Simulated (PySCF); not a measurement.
# C6H10OSi: magnetic properties

What do calculations give for the magnetic properties of C6H10OSi (`C#CC[C@H]1CCO[SiH2]1`)?

Programs: PySCF 2.14.0, with routines of our own; each step states its level. All values are computed. Atoms count from 0.

## 1. The system as given

18 atoms, charge 0, multiplicity 1; geometry from: GFN2-xTB.

## 2. Magnetic properties: GIAO B3LYP/pcSseg-1

Job settings and geometry (Å):

```
{"job": {"kind": "mag", "xc": "B3LYP", "basis": "pcSseg-1", "isotopologues": 2}, "charge": 0, "multiplicity": 1}
C      3.403466    -0.054433     0.376147
C      2.400577    -0.453920    -0.140412
C      1.157539    -0.927049    -0.716365
C     -0.044234    -0.480813     0.117501
C     -0.199329     1.043103     0.149823
C     -1.644261     1.333827     0.549226
O     -2.498009     0.400911    -0.078146
Si    -1.778124    -1.002447    -0.500110
H      4.291985     0.289118     0.815156
H      1.186281    -2.019450    -0.767468
H      1.067705    -0.542381    -1.736439
H      0.105513    -0.837006     1.142358
H     -0.025144     1.441044    -0.852700
H      0.501199     1.522350     0.834353
H     -1.769700     1.241080     1.633840
H     -1.961730     2.335032     0.245964
H     -2.343757    -2.113588     0.256862
H     -1.858737    -1.169061    -1.947911
```

Method: GIAO B3LYP/pcSseg-1 magnetisability, rotational g tensor and spin-rotation constants, non-relativistic, gas phase.

The run is started by

```sh
$ OMP_NUM_THREADS=1 python excited_run.py task.json out
```

One launch serves the whole session: the jobs run in the order shown.

What it wrote:

```text
coarse grid: 15432 points
cycle   1  E = -599.1031292687  dE =  1.080e+00  |g| = 8.202e-01  |ddm| = 4.047e+00
cycle   2  E = -598.9112714186  dE =  1.919e-01  |g| = 1.298e+00  |ddm| = 2.673e+00
cycle   3  E = -599.2322875500  dE = -3.210e-01  |g| = 1.597e-01  |ddm| = 2.038e+00
cycle   4  E = -599.2370766126  dE = -4.789e-03  |g| = 4.981e-02  |ddm| = 2.087e-01
cycle   5  E = -599.2376290247  dE = -5.524e-04  |g| = 1.815e-02  |ddm| = 6.688e-02
cycle   6  E = -599.2376929237  dE = -6.390e-05  |g| = 8.197e-03  |ddm| = 2.121e-02
cycle   7  E = -599.2377082622  dE = -1.534e-05  |g| = 2.765e-03  |ddm| = 7.074e-03
cycle   8  E = -599.2377101411  dE = -1.879e-06  |g| = 3.245e-04  |ddm| = 2.273e-03
final grid: 144104 points
cycle   9  E = -599.3111632738  dE = -4.093e-05  |g| = 6.580e-03  |ddm| = 3.556e-02
cycle  10  E = -599.3111548624  dE =  8.411e-06  |g| = 9.146e-03  |ddm| = 1.312e-02
cycle  11  E = -599.3111727493  dE = -1.789e-05  |g| = 1.659e-03  |ddm| = 8.462e-03
cycle  12  E = -599.3111733239  dE = -5.747e-07  |g| = 4.327e-04  |ddm| = 1.642e-03
cycle  13  E = -599.3111733613  dE = -3.736e-08  |g| = 1.962e-04  |ddm| = 4.372e-04
cycle  14  E = -599.3111733698  dE = -8.527e-09  |g| = 4.611e-05  |ddm| = 1.864e-04
cycle  15  E = -599.3111733703  dE = -4.375e-10  |g| = 1.087e-05  |ddm| = 5.695e-05
converged SCF energy = -599.3111733703

Magnetisability tensor (1e-30 J/T^2)
    -1368.17      -12.07      -15.34
      -12.07    -1355.02      -37.32
      -15.34      -37.32    -1363.63
isotropic -1362.27   principal values   -1406.74  -1358.36  -1321.71
isotropic susceptibility -82.038 1e-6 cm^3/mol

Inertial axes            a          b          c
rot. const./GHz      3.8673     1.0253     0.8502
chi total           -82.335    -83.465    -80.313
chi diamagnetic    -451.032  -1252.247  -1496.538
chi paramagnetic    368.696   1168.781   1416.225
quadrupole/D A       -7.477      6.623      0.855
g nuclear            0.6420     0.5521     0.5568
g electronic        -0.6699    -0.5630    -0.5656
g total             -0.0278    -0.0108    -0.0089

Spin-rotation constants (kHz, H = +C I.J)
atom  isotope        aa         bb         cc
  8     1H       -0.100     -0.083     -0.095
  9     1H       -0.403      0.014     -0.076
 10     1H       -0.407     -0.115      0.023
 11     1H       -0.381     -0.121      0.018
 12     1H       -0.436     -0.110      0.021
 13     1H       -0.171     -0.033     -0.086
 14     1H       -0.406     -0.088      0.038
 15     1H       -0.319     -0.020     -0.030
 16     1H       -0.288     -0.056      0.001
 17     1H       -0.339     -0.061      0.011
  0    13C*       0.502      0.258      0.262
  1    13C*       0.454      0.289      0.315
  2    13C*       0.607      0.165      0.128
  3    13C*       0.641      0.171      0.155
  4    13C*       0.685      0.182      0.162
  5    13C*       0.842      0.204      0.238
  6    17O*      -0.094     -0.141     -0.070
  7   29Si*      -2.333     -0.644     -0.587
* in the singly substituted isotopologue

Isotopologues: g along a, b, c
2H    at 8,9,10,11,12,1    -0.0218    -0.0099    -0.0080
13C   at 0                 -0.0278    -0.0106    -0.0087
```

Run time: 35 s. Hardware: 1 thread of Intel Xeon 6975P-C, shared host; peak memory 0.86 GiB.

From this job:

| quantity | value |
| --- | --- |
| magnetisability | -1362·10⁻³⁰ J/T² |
| molar susceptibility | -82.0·10⁻⁶ cm³/mol |
| rotational g (a, b, c) | -0.0278, -0.0108, -0.0089 |

## 3. Magnetic properties: GIAO B97-D/def2-SVP in water

The job, as its differences from that of step 2:

```diff
@@ -1,2 +1,2 @@
-{"job": {"kind": "mag", "xc": "B3LYP", "basis": "pcSseg-1", "isotopologues": 2}, "charge": 0, "multiplicity": 1}
+{"job": {"kind": "mag", "xc": "B97-D", "basis": "def2-SVP", "solvent": "water", "scf": {"aux": "def2-qzvpp-jkfit"}}, "charge": 0, "multiplicity": 1}
 C      3.403466    -0.054433     0.376147
```

Level: GIAO B97-D/def2-SVP magnetisability, non-relativistic, IEF-PCM water.

What it wrote:

```text
final grid: 144104 points
cycle   1  E = -598.5980196706  dE =  8.516e-01  |g| = 8.613e-01  |ddm| = 4.671e+00
cycle   2  E = -598.2234159580  dE =  3.746e-01  |g| = 1.591e+00  |ddm| = 3.112e+00
cycle   3  E = -598.7534859526  dE = -5.301e-01  |g| = 2.100e-01  |ddm| = 2.428e+00
cycle   4  E = -598.7627170982  dE = -9.231e-03  |g| = 6.949e-02  |ddm| = 3.025e-01
cycle   5  E = -598.7638032919  dE = -1.086e-03  |g| = 2.615e-02  |ddm| = 9.795e-02
cycle   6  E = -598.7639712232  dE = -1.679e-04  |g| = 6.907e-03  |ddm| = 3.417e-02
cycle   7  E = -598.7639824620  dE = -1.124e-05  |g| = 2.798e-03  |ddm| = 8.891e-03
cycle   8  E = -598.7639843092  dE = -1.847e-06  |g| = 8.530e-04  |ddm| = 2.995e-03
cycle   9  E = -598.7639844958  dE = -1.866e-07  |g| = 2.020e-04  |ddm| = 9.699e-04
cycle  10  E = -598.7639845059  dE = -1.005e-08  |g| = 4.256e-05  |ddm| = 2.323e-04
cycle  11  E = -598.7639845063  dE = -3.977e-10  |g| = 1.633e-05  |ddm| = 6.234e-05
converged SCF energy = -598.7639845063

Magnetisability tensor (1e-30 J/T^2)
    -1355.72      -12.06      -13.58
      -12.06    -1344.53      -31.00
      -13.58      -31.00    -1356.40
isotropic -1352.22   principal values   -1391.29  -1346.47  -1318.89
isotropic susceptibility -81.432 1e-6 cm^3/mol

Inertial axes            a          b          c
rot. const./GHz      3.8673     1.0253     0.8502
chi total           -81.582    -82.579    -80.137
chi diamagnetic    -448.796  -1251.182  -1495.559
chi paramagnetic    367.214   1168.603   1415.422
quadrupole/D A       -8.851      7.237      1.614
```

Wall time 26 s (1 thread of Intel Xeon 6975P-C, shared host); peak memory 0.7 GiB.

From this job:

| quantity | value |
| --- | --- |
| magnetisability | -1352·10⁻³⁰ J/T² |
| molar susceptibility | -81.4·10⁻⁶ cm³/mol |

## 4. Results

| quantity | value |
| --- | --- |
| magnetisability (step 2, GIAO B3LYP/pcSseg-1) | -1362·10⁻³⁰ J/T² |
| molar susceptibility (step 2, GIAO B3LYP/pcSseg-1) | -82.0·10⁻⁶ cm³/mol |
| rotational g (a, b, c) (step 2, GIAO B3LYP/pcSseg-1) | -0.0278, -0.0108, -0.0089 |

**Reading.** The values above hold for this geometry and these levels alone. Vibrational averaging and real surroundings are missing from these values.
